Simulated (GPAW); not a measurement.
InSb3, 4 atoms in the cell. The structure is cubic, space group Fm-3m (No. 225). Conventional cell: a = 7.589 Å, b = 7.589 Å, c = 7.589 Å, α = 90.00°, β = 90.00°, γ = 90.00°. Around Sb (site symmetry m-3m) lie 8 Sb at 3.29 Å. Sb (site symmetry -43m) is surrounded by 4 In at 3.29 Å and 4 Sb at 3.29 Å. Around In (site symmetry m-3m) lie 8 Sb at 3.29 Å. The cell comes from a database or a generator and needn't be the stable form of this composition.

- Program: GPAW 26.7.0
- Task: relaxation of cell and atoms
- Functional: PBEsol
- Potentials or basis: PAW data sets generated in the run's folder for this functional
- Cutoff: 600 eV
- Basis: pw
- k mesh: 5 × 5 × 5
- Occupations: fermi-dirac, width 0.05 eV
- Spin: no spin polarisation
- Maxiter: 150
- Optimizer: BFGS
- Fmax: 0.02 eV/Å
- Max steps: 60
- Convergence: density=1e-05 forces=0.0001

Potentials or basis: PAW data sets generated in the run's folder for this functional, pw.

The run is started by

```console
$ gpaw-setup -f PBEsol In Sb
$ OMP_NUM_THREADS=1 python run.py
```

Hardware: 1 thread of Arm Neoverse V2, on a shared host.

Task: Estimate the wall time of this run.

Result: Wall time 100 s on 1 thread of Arm Neoverse V2, with other jobs on the host, peak memory 0.26 GiB. Counts: scf iterations 38, plane waves 3695, bands 45, k points 10, ion steps 4.
